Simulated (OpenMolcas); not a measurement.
# [C2H2Br2CuS2]2− ([Cu(edt)Br2]2-): a chain of runs

Wanted: a series of 8 runs (ROHF/ANO-RCC-MB, CASSCF(13,7)/ANO-RCC-VDZ, CASPT2(13,7)/ANO-RCC-VDZ, SC-NEVPT2(13,7)/ANO-RCC-VDZ, MC-PDFT[tLSDA](13,7)/ANO-RCC-VDZ) of [C2H2Br2CuS2]2− ([Cu(edt)Br2]2-). 

The calculation is run with OpenMolcas 26.06.

1 further run of the same task is left out (it didn't finish).

## Step 1: Starting point

[C2H2Br2CuS2]2− has 9 atoms, charge -2, and is taken as a doublet. SMILES: `[Br][Cu-2]1([Br])[S]C=C[S]1`. The shape comes from GFN2-xTB, which is rough for such elements, and wasn't checked as a minimum.

Bond lengths: Cu1–S2 2.295 Å, S2–C3 1.721 Å, C3–C4 1.345 Å, Cu1–S5 2.291 Å, C4–S5 1.721 Å, Cu1–Br8 2.379 Å, Cu1–Br9 2.384 Å, C3–H6 1.084 Å, C4–H7 1.084 Å. Some angles: Cu1–S2–C3 97.2°, S2–Cu1–S5 93.8°, S2–Cu1–Br8 110.5°, S2–Cu1–Br9 109.5°, S5–Cu1–Br8 110.3°, S5–Cu1–Br9 109.4°, Br8–Cu1–Br9 120.2°, S2–C3–C4 125.6°, C3–C4–S5 125.6°, Cu1–S5–C4 97.3°.

## Step 2: A single-point energy at ROHF/ANO-RCC-MB (DKH2) (run 1)

Contents of step1.input:

```
&gateway
  basisset
  Cu.ANO-RCC-MB....
  Cu1 -1.149760 -1.124790 -0.003950 angstrom
  End of Basis
  basisset
  S.ANO-RCC-MB....
  S2 0.891900 -0.978240 1.034500 angstrom
  S5 -1.037910 0.998890 -0.857260 angstrom
  End of Basis
  basisset
  C.ANO-RCC-MB....
  C3 1.346560 0.557130 0.402890 angstrom
  C4 0.570860 1.351220 -0.357260 angstrom
  End of Basis
  basisset
  H.ANO-RCC-MB....
  H6 2.350310 0.868070 0.668420 angstrom
  H7 0.946530 2.305580 -0.707730 angstrom
  End of Basis
  basisset
  Br.ANO-RCC-MB....
  Br8 -2.893750 -1.274590 1.606430 angstrom
  Br9 -1.024740 -2.703270 -1.786040 angstrom
  End of Basis

&seward
  relativistic=R02E00

&scf
  uhf
  charge=-2
  spin=2
  prorbitals=1 1

&rasscf
  fileorb=$Project.UnaOrb
  spin=2
  nactel=1 0 0
  inactive=73
  ras2=1
  outorbitals=Canonical
  orblisting=Few
```

On the command line:

```
$ export MOLCAS_MEM=1860
$ pymolcas step1.input > step1.log
```

Log (excerpt; [...] marks lines left out):

```text
--- Start Module: gateway ---
[...]
--- Stop Module: gateway /rc=_RC_ALL_IS_WELL_ ---
[...]
      Basis functions           84
[...]
--- Start Module: scf ---
[...]
       Convergence after 102 Iterations
[...]
::    Total SCF energy                              -7735.8171442554
[...]
      Total spin, S                                     0.5002364023
[...]
--- Stop Module: scf /rc=_RC_ALL_IS_WELL_ ---
[...]
--- Start Module: rasscf ---
[...]
      Number of active orbitals                  1
[...]
      Spin quantum number                      0.5
[...]
      Active orbitals                            1
[...]
      Number of CSFs                             1
[...]
      Number of root(s) required                 1
[...]
      Convergence after  5 iterations
[...]
      printout of CI-coefficients larger than  0.05 for root  1
      energy=   -7735.817031
      conf/sym  1     Coeff  Weight
             1  u   1.00000 1.00000
      Natural orbitals and occupation numbers for root  1
      sym 1:   1.000000
      ************************************************************************************************************************
      *                                                    Final results                                                     *
[...]
::    RASSCF root number  1 Total energy:  -7735.81703090
[...]
      Total electronic charge=  147.000000
      Total            charge=   -2.000000
[...]
      Dipole Moment (debye):
      Origin of the operator (angstrom)=   -1.1584   -1.1520   -0.0265
                   X= -1.9306E+00               Y= -2.2103E+00               Z= -3.4920E-01           Total=  2.9554E+00
      Center of Charge (angstrom)
[...]
--- Stop Module: rasscf /rc=_RC_ALL_IS_WELL_ ---
[...]
```

It took 60 s on 1 thread of Arm Neoverse V1, shared host; peak memory 0.49 GiB.

## Step 3: The vertical excitations at CASSCF(13,7)/ANO-RCC-VDZ (DKH2, RICD fitting, 5 states averaged) (run 2)

Contents of step2.inp:

```
* C2H2Br2CuS2 CASSCF
>>> EXPORT MOLCAS_PRINT=2

&GATEWAY
 BasisSet
 Cu.ANO-RCC-MB....
 Cu1 -1.149760 -1.124790 -0.003950 angstrom
 End of Basis
 BasisSet
 S.ANO-RCC-MB....
 S2 0.891900 -0.978240 1.034500 angstrom
 S5 -1.037910 0.998890 -0.857260 angstrom
 End of Basis
 BasisSet
 C.ANO-RCC-MB....
 C3 1.346560 0.557130 0.402890 angstrom
 C4 0.570860 1.351220 -0.357260 angstrom
 End of Basis
 BasisSet
 H.ANO-RCC-MB....
 H6 2.350310 0.868070 0.668420 angstrom
 H7 0.946530 2.305580 -0.707730 angstrom
 End of Basis
 BasisSet
 Br.ANO-RCC-MB....
 Br8 -2.893750 -1.274590 1.606430 angstrom
 Br9 -1.024740 -2.703270 -1.786040 angstrom
 End of Basis

&SEWARD
 Relativistic=R02E00

&RASSCF
 FileOrb=$CurrDir/step1.RasOrb
 Alter=6
 1 54 68
 1 55 69
 1 56 70
 1 57 71
 1 58 72
 1 59 73
 Spin=2
 Nactel=13 0 0
 Inactive=67
 Ras2=7
 CIRoot=5 5 1
 OrbListing=Nothing
>>> COPY $Project.RunFile RUNFIL1
>>> COPY $Project.RasOrb INPORB

&GATEWAY
 BasisSet
 Cu.ANO-RCC-VDZ....
 Cu1 -1.149760 -1.124790 -0.003950 angstrom
 End of Basis
 BasisSet
 S.ANO-RCC-VDZ....
 S2 0.891900 -0.978240 1.034500 angstrom
 S5 -1.037910 0.998890 -0.857260 angstrom
 End of Basis
 BasisSet
 C.ANO-RCC-VDZ....
 C3 1.346560 0.557130 0.402890 angstrom
 C4 0.570860 1.351220 -0.357260 angstrom
 End of Basis
 BasisSet
 H.ANO-RCC-VDZ....
 H6 2.350310 0.868070 0.668420 angstrom
 H7 0.946530 2.305580 -0.707730 angstrom
 End of Basis
 BasisSet
 Br.ANO-RCC-VDZ....
 Br8 -2.893750 -1.274590 1.606430 angstrom
 Br9 -1.024740 -2.703270 -1.786040 angstrom
 End of Basis
 RICD

&SEWARD
 Relativistic=R02E00
>>> COPY $Project.RunFile RUNFIL2

&EXPBAS

&RASSCF
 FileOrb=$Project.ExpOrb
 Spin=2
 Nactel=13 0 0
 Inactive=67
 Ras2=7
 CIRoot=5 5 1
 OrbListing=Few
```

On the command line:

```
$ export MOLCAS_MEM=1860
$ pymolcas step2.inp > step2.log
```

Log:

```text
--- Start Module: gateway ---

                                              &GATEWAY

                       available to each process: 1.9 GB of memory, 1 thread

++    Symmetry information:
      ---------------------

                    Character Table for C1

                             E
                    a        1  x, y, xy, Rz, z, xz, Ry, yz, Rx, I
--

++    Basis set information:
      ----------------------

      Basis set label: CU.ANO-RCC...4S3P1D.

      Electronic valence basis set:
      ------------------
      Associated Effective Charge  29.000000 au
      Associated Actual Charge     29.000000 au
      Nuclear Model: Point charge

      Shell  nPrim  nBasis  Cartesian Spherical Contaminant
         s      21       4        X
         p      15       3        X
         d      10       1                 X

      Basis set label: S.ANO-RCC...3S2P.

      Electronic valence basis set:
      ------------------
      Associated Effective Charge  16.000000 au
      Associated Actual Charge     16.000000 au
      Nuclear Model: Point charge

      Shell  nPrim  nBasis  Cartesian Spherical Contaminant
         s      17       3        X
         p      12       2        X

      Basis set label: C.ANO-RCC...2S1P.

      Electronic valence basis set:
      ------------------
      Associated Effective Charge   6.000000 au
      Associated Actual Charge      6.000000 au
      Nuclear Model: Point charge

      Shell  nPrim  nBasis  Cartesian Spherical Contaminant
         s      14       2        X
         p       9       1        X

      Basis set label: H.ANO-RCC...1S.

      Electronic valence basis set:
      ------------------
      Associated Effective Charge   1.000000 au
      Associated Actual Charge      1.000000 au
      Nuclear Model: Point charge

      Shell  nPrim  nBasis  Cartesian Spherical Contaminant
         s       8       1        X

      Basis set label: BR.ANO-RCC...4S3P1D.

      Electronic valence basis set:
      ------------------
      Associated Effective Charge  35.000000 au
      Associated Actual Charge     35.000000 au
      Nuclear Model: Point charge

      Shell  nPrim  nBasis  Cartesian Spherical Contaminant
         s      20       4        X
         p      17       3        X
         d      11       1                 X
--

++    Molecular structure info:
      -------------------------

                    ************************************************
                    **** Cartesian Coordinates / bohr, angstrom ****
                    ************************************************

     Center  Label                x              y              z                     x              y              z
        1      CU1             -2.172732      -2.125545      -0.007464             -1.149760      -1.124790      -0.003950
        2      S2               1.685447      -1.848606       1.954922              0.891900      -0.978240       1.034500
        3      S5              -1.961366       1.887629      -1.619987             -1.037910       0.998890      -0.857260
[... 5 lines of this table left out ...]
        9      BR9             -1.936478      -5.108440      -3.375126             -1.024740      -2.703270      -1.786040

                    ***************************************
                    *    InterNuclear Distances / bohr    *
                    ***************************************

               1 CU1           2 S2            3 S5            4 C3            5 C4            6 H6
    1 CU1      0.000000
    2 S2       4.337418        0.000000
    3 S5       4.330181        6.327611        0.000000
    4 C3       5.739913        3.252859        5.164462        0.000000
[... 4 lines of this table left out ...]
    9 BR9      4.504956        7.221791        7.212913        8.669022        8.665222       10.379708

               7 H7            8 BR8           9 BR9
    7 H7       0.000000
    8 BR8     10.842600        0.000000
    9 BR9     10.374104        7.801429        0.000000

                    *******************************************
                    *    InterNuclear Distances / angstrom    *
                    *******************************************

               1 CU1           2 S2            3 S5            4 C3            5 C4            6 H6
    1 CU1      0.000000
    2 S2       2.295263        0.000000
    3 S5       2.291433        3.348427        0.000000
    4 C3       3.037431        1.721339        2.732915        0.000000
[... 4 lines of this table left out ...]
    9 BR9      2.383920        3.821607        3.816909        4.587449        4.585438        5.492705

               7 H7            8 BR8           9 BR9
    7 H7       0.000000
    8 BR8      5.737657        0.000000
    9 BR9      5.489739        4.128338        0.000000

                    **************************************
                    *    Valence Bond Angles / degree    *
                    **************************************
                          Atom centers                 Phi
                      5 C4       4 C3       6 H6       120.20
                      4 C3       5 C4       7 H7       120.17

           ***************************************************************
           *              Valence Dihedral Angles / degree               *
           ***************************************************************
                    Atom centers                       Phi1     Phi2     Theta
           6 H6       4 C3       5 C4       7 H7        120.20   120.17     0.01
--

            Nuclear Potential Energy           1479.94811094 au

[... 135 lines left out ...]
                                         RASSCF iterations: Energy and convergence statistics
[... 9 lines left out ...]
 ###    WARNING: Large orbital rotation.                                     ###
[... 5 lines left out ...]
      Molecular orbital  73 of symmetry 1 MO space 2  weight is    0.128411
[... 17 lines left out ...]
      printout of CI-coefficients larger than  0.05 for root  1
[... 7 lines left out ...]
      printout of CI-coefficients larger than  0.05 for root  2
[... 6 lines left out ...]
      printout of CI-coefficients larger than  0.05 for root  3
[... 7 lines left out ...]
      printout of CI-coefficients larger than  0.05 for root  4
[... 8 lines left out ...]
      printout of CI-coefficients larger than  0.05 for root  5
[... 7 lines left out ...]
      Natural orbitals and occupation numbers for root  1
[... 8 lines left out ...]
      Natural orbitals and occupation numbers for root  4
[... 9 lines left out ...]
++    Final optimization conditions:
[... 16 lines left out ...]
::    RASSCF root number  1 Total energy:  -7735.82217575
[... 2 lines left out ...]
::    RASSCF root number  4 Total energy:  -7735.80317217
[... 30 lines left out ...]
      Dipole Moment (debye):
[... 255 lines left out ...]
      Von Neumann Entropy (Root   3) =  0.50000
[... 171 lines left out ...]
      Dipole Moment (debye):
[... 257 lines left out ...]
      Natural orbitals for root   1 are written to the RASORB.1 file
[... 2 lines left out ...]
      Natural orbitals for root   4 are written to the RASORB.4 file
[... 2 lines left out ...]
      Spin density orbitals for root   2 are written to the SPDORB.2 file
[... 2 lines left out ...]
      Spin density orbitals for root   5 are written to the SPDORB.5 file
[... 305 lines left out ...]
                                         RASSCF iterations: Energy and convergence statistics
[... 8 lines left out ...]
  Warning: In symmetry  1, orbital p=  73 has diagonal density matrix element D(p,p) close to two. (2 - D(p,p))=  5.771480E-09
[... 11 lines left out ...]
      Convergence after 20 iterations
[... 11 lines left out ...]
      energy=   -7736.017101
[... 7 lines left out ...]
      energy=   -7736.013149
[... 8 lines left out ...]
      energy=   -7736.011968
[... 8 lines left out ...]
      energy=   -7736.003808
[... 8 lines left out ...]
      energy=   -7735.999528
[... 9 lines left out ...]
      Natural orbitals and occupation numbers for root  2
[... 8 lines left out ...]
      Natural orbitals and occupation numbers for root  5
[... 10 lines left out ...]
      RASSCF energy for state  5                  -7735.99952795
[... 13 lines left out ...]
::    RASSCF root number  2 Total energy:  -7736.01314943
[... 2 lines left out ...]
::    RASSCF root number  5 Total energy:  -7735.99952795
[... 214 lines left out ...]
      Von Neumann Entropy (Root   2) =  0.50000
[... 179 lines left out ...]
      Dipole Moment (debye):
[... 266 lines left out ...]
      Von Neumann Entropy (Root   5) =  0.50000
[... 17 lines left out ...]
      Total electronic charge=  147.000000

      Total            charge=   -2.000000
--

      Expectation values of various properties for root number:  5
      -----------------------------------------------------------

++    Molecular properties:
      ---------------------

      Charge (e):
                      =   -2.0000
      Dipole Moment (debye):
      Origin of the operator (angstrom)=   -1.1584   -1.1520   -0.0265
                   X= -1.2320E+00               Y= -1.4268E+00               Z= -2.4862E-01           Total=  1.9014E+00
      Center of Charge (angstrom)
                     X=   -0.16134364               Y=   -0.13947330               Z=    0.01924397
      Quadrupole Moment (debye*angstrom):
      Origin of the operator (angstrom)=   -1.1584   -1.1520   -0.0265
                  XX= -1.2500E+02              XY=  1.9391E-01              XZ=  3.9820E+00              YY= -1.2486E+02
                  YZ= -4.1259E+00              ZZ= -1.2953E+02
      In traceless form (debye*angstrom)
                  XX=  2.1910E+00              XY=  2.9086E-01              XZ=  5.9731E+00              YY=  2.4015E+00
                  YZ= -6.1888E+00              ZZ= -4.5925E+00
--

      Mulliken spin population analysis for root number:  5
      ---------------------------------------------------

++    Molecular charges:
      ------------------

      Mulliken spin population per centre and basis function type
      ---------------------------------------------------

                CU1     S2      S5      C3      C4      H6      H7      BR8     BR9
      1s      -0.0000  0.0000  0.0000  0.0000  0.0000  0.0000  0.0000  0.0000  0.0000
      2s      -0.0000 -0.0000 -0.0000  0.0001  0.0001  0.0000  0.0000  0.0000  0.0000
      2px      0.0000 -0.0000 -0.0000  0.0000  0.0006  0.0000  0.0000 -0.0000 -0.0000
[... 24 lines of this table left out ...]
      Total    0.9941  0.0003  0.0003  0.0009  0.0009  0.0000  0.0000  0.0021  0.0013

      Total electronic spin=    1.000000
--

      LoProp population analysis for root number:  5
      -----------------------------------------------

++    LoProp analysis:
      ----------------

++    Static properties:
      ------------------

      LoProp Charges per center

                   CU1      S2       S5       C3       C4       H6       H7       BR8      BR9
      Nuclear     29.0000  16.0000  16.0000   6.0000   6.0000   1.0000   1.0000  35.0000  35.0000
      Electronic -27.6912 -16.6646 -16.6643  -6.2266  -6.2265  -0.9287  -0.9287 -35.8333 -35.8361

      Total        1.3088  -0.6646  -0.6643  -0.2266  -0.2265   0.0713   0.0713  -0.8333  -0.8361
--

      Natural Bond Order analysis for root number:  5

++    Natural Bond Order analysis
      ---------------------------
      Based on LoProp computed density
      -------------------------------------------------------------------------------------
      Atom A       Atom B       Bond Order
      -------------------------------------------------------------------------------------
      NBO located      0.983 non-bonded electrons on atom CU1
      NBO located      1.007 non-bonded electrons on atom CU1
      NBO located      0.996 non-bonded electrons on atom CU1
      NBO located      0.998 non-bonded electrons on atom CU1
      NBO located      0.998 non-bonded electrons on atom CU1
      NBO located      0.998 non-bonded electrons on atom CU1
      NBO located      1.000 non-bonded electrons on atom CU1
      NBO located      1.000 non-bonded electrons on atom CU1
      NBO located      1.000 non-bonded electrons on atom CU1
      NBO located      1.000 non-bonded electrons on atom CU1
      NBO located      1.000 non-bonded electrons on atom CU1
      NBO located      0.996 non-bonded electrons on atom S2
      NBO located      0.999 non-bonded electrons on atom S2
      NBO located      1.000 non-bonded electrons on atom S2
      NBO located      1.000 non-bonded electrons on atom S2
      NBO located      1.000 non-bonded electrons on atom S2
      NBO located      1.011 non-bonded electrons on atom S5
      NBO located      0.996 non-bonded electrons on atom S5
      NBO located      0.999 non-bonded electrons on atom S5
      NBO located      1.000 non-bonded electrons on atom S5
      NBO located      1.000 non-bonded electrons on atom S5
      NBO located      1.000 non-bonded electrons on atom S5
      NBO located      0.998 non-bonded electrons on atom C3
      NBO located      0.998 non-bonded electrons on atom C4
      NBO located      0.993 non-bonded electrons on atom BR8
      NBO located      1.006 non-bonded electrons on atom BR8
      NBO located      1.000 non-bonded electrons on atom BR8
      NBO located      1.000 non-bonded electrons on atom BR8
      NBO located      1.000 non-bonded electrons on atom BR8
      NBO located      1.000 non-bonded electrons on atom BR8
      NBO located      1.000 non-bonded electrons on atom BR8
      NBO located      1.000 non-bonded electrons on atom BR8
      NBO located      1.000 non-bonded electrons on atom BR8
      NBO located      1.000 non-bonded electrons on atom BR8
      NBO located      1.000 non-bonded electrons on atom BR8
      NBO located      1.000 non-bonded electrons on atom BR8
      NBO located      1.000 non-bonded electrons on atom BR8
      NBO located      1.000 non-bonded electrons on atom BR8
      NBO located      1.000 non-bonded electrons on atom BR8
      NBO located      1.005 non-bonded electrons on atom BR9
      NBO located      0.997 non-bonded electrons on atom BR9
      NBO located      1.000 non-bonded electrons on atom BR9
      NBO located      1.000 non-bonded electrons on atom BR9
      NBO located      1.000 non-bonded electrons on atom BR9
      NBO located      1.000 non-bonded electrons on atom BR9
      NBO located      1.000 non-bonded electrons on atom BR9
      NBO located      1.000 non-bonded electrons on atom BR9
      NBO located      1.000 non-bonded electrons on atom BR9
      NBO located      1.000 non-bonded electrons on atom BR9
      NBO located      1.000 non-bonded electrons on atom BR9
      NBO located      1.000 non-bonded electrons on atom BR9
      NBO located      1.000 non-bonded electrons on atom BR9
      NBO located      1.000 non-bonded electrons on atom BR9
      NBO located      1.000 non-bonded electrons on atom BR9
      The remaining   21.015 electrons are to be considered as diffuse
--

--

      Average orbitals are written to the RASORB file
      Natural orbitals for root   1 are written to the RASORB.1 file
      Natural orbitals for root   2 are written to the RASORB.2 file
      Natural orbitals for root   3 are written to the RASORB.3 file
      Natural orbitals for root   4 are written to the RASORB.4 file
      Natural orbitals for root   5 are written to the RASORB.5 file
      Spin density orbitals for root   1 are written to the SPDORB.1 file
      Spin density orbitals for root   2 are written to the SPDORB.2 file
      Spin density orbitals for root   3 are written to the SPDORB.3 file
      Spin density orbitals for root   4 are written to the SPDORB.4 file
      Spin density orbitals for root   5 are written to the SPDORB.5 file

--- Stop Module: rasscf /rc=_RC_ALL_IS_WELL_ ---
           step2.RasOrb step2.RasOrb.1 step2.RasOrb.2 step2.RasOrb.3 step2.RasOrb.4 step2.RasOrb.5 step2.rasscf.h5 step2.SpdOrb.1 step2.SpdOrb.2 step2.SpdOrb.3 step2.SpdOrb.4
           step2.SpdOrb.5 xmldump
--- Module rasscf spent 19 seconds ---

.##################.
.# Happy landing! #.
.##################.

    Timing: Wall=69.15 User=64.81 System=4.29
```

Wall time 70 s (1 thread of Arm Neoverse V1, shared host); peak memory 0.49 GiB.

The roots found:

```tsv
excited state	energy (eV)
1	0.108
2	0.140
3	0.362
4	0.478
```

Runs 3 to 5 aren't shown in full; the table further down has their settings and results.

[end of part 1 of 2]
